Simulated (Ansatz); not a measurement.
This was printed by a script on Ansatz 0.2.0 through its Python package, for a single point from a YAML input of Ca₂CuS₂O₂, space group P4/mmm. What did the script look like? Level of theory: PBE, PAW, cutoff 510 eV, 6×6×3 k-points, Gaussian smearing of 0.05 eV.

```cif
data_structure
_symmetry_space_group_name_H-M 'P 1'
_symmetry_Int_Tables_number 1
_cell_length_a 3.8625
_cell_length_b 3.8625
_cell_length_c 7.7455
_cell_angle_alpha 90.000
_cell_angle_beta 90.000
_cell_angle_gamma 90.000
_cell_volume 115.55
loop_
_atom_site_label
_atom_site_type_symbol
_atom_site_fract_x
_atom_site_fract_y
_atom_site_fract_z
_atom_site_occupancy
Ca1 Ca 0.50000 0.50000 0.70811 1
Ca2 Ca 0.50000 0.50000 0.29189 1
Cu1 Cu 0.00000 0.00000 0.50000 1
S1 S 0.00000 0.00000 0.86169 1
S2 S 0.00000 0.00000 0.13831 1
O1 O 0.00000 0.50000 0.50000 1
O2 O 0.50000 0.00000 0.50000 1
```

```console
$ python yaml_run.py
Ca2CuS2O2: -13204.074579 eV = -970.481590 Ry = -485.240795 Ha
Fermi level 8.0064 eV, 20 k-points, 16 symmetry operations
largest force 0.0984 eV/A on atom 3
[[ 0.      0.     -0.0803]
 [ 0.      0.      0.0803]
 [-0.      0.      0.    ]
 [ 0.      0.     -0.0984]
 [ 0.      0.      0.0984]
 [ 0.     -0.      0.    ]
 [-0.      0.      0.    ]]
```

The script that was run (others could print the same):

`yaml_run.py`
```python
# -*- coding: utf-8 -*-
import warnings

import ansatz
import numpy as np

INPUT = """
crystal:
  lattice:
    - [3.862499, 0.0, 0.0]
    - [0.0, 3.862499, 0.0]
    - [0.0, 0.0, 7.745474]
  atoms:
    - { symbol: Ca, position: [0.5, 0.5, 0.708112] }
    - { symbol: Ca, position: [0.5, 0.5, 0.291888] }
    - { symbol: Cu, position: [0.0, 0.0, 0.5] }
    - { symbol: S, position: [0.0, 0.0, 0.861688] }
    - { symbol: S, position: [0.0, 0.0, 0.138312] }
    - { symbol: O, position: [0.0, 0.5, 0.5] }
    - { symbol: O, position: [0.5, 0.0, 0.5] }
kpoints:
  mp_grid: { grid: [6, 6, 3] }
hamiltonian:
  xc: pbe
scf:
  occupations: { method: gaussian, width: 0.05 }
basis:
  ecutwfc: 510
output:
  forces: true
"""


def main():
    warnings.simplefilter("ignore", ansatz.DeckWarning)

    planned = ansatz.Session.from_yaml(INPUT).plan(threads=1, pin="off")
    result = planned.execute()
    rep = result.report

    energy = rep["free_energy_ev"]
    print("Ca2CuS2O2: {:.6f} eV = {:.6f} Ry = {:.6f} Ha".format(energy, energy / 13.605693, energy / 27.211386))
    print("Fermi level {:.4f} eV, {} k-points, {} symmetry operations".format(rep["fermi_energy_ev"], rep["n_kpoints"], rep["n_symmetry_ops"]))

    forces = np.array(rep["forces_ev_ang"])
    norms = np.linalg.norm(forces, axis=1)
    print("largest force {:.4f} eV/A on atom {}".format(norms.max(), norms.argmax()))
    print(np.array2string(forces, precision=4, suppress_small=True))


if __name__ == "__main__":
    main()
```

Reading the output:
- Absolute energies stand on the zero of these potentials, so only differences at equal settings mean something. A total without «per atom» is that of the cell as typed.
- The cell holds an odd number of electrons and is run without spin, so a magnetic state may lie lower.
- For a metal this k-point mesh is coarse: on a finer one energies can move by several to tens of meV an atom and pressures by half a GPa or more, differences at one mesh by less.
- Only differences from the Fermi energy are physical; the zero of the scale is a convention.
- Without a Hubbard U or exact exchange, semilocal functionals often make such 3d compounds metallic or too weakly gapped.
- The structure comes from a database of computed cells and needn't be a stable or known phase.
- Finished in 6.3 s on 1 thread of Arm Neoverse V2, on a shared host, peak memory 0.48 GiB.

(A comment or docstring line of the script was reworded after the run, the code is as it ran; lines on the test bed's own set-up are left out of the output.)
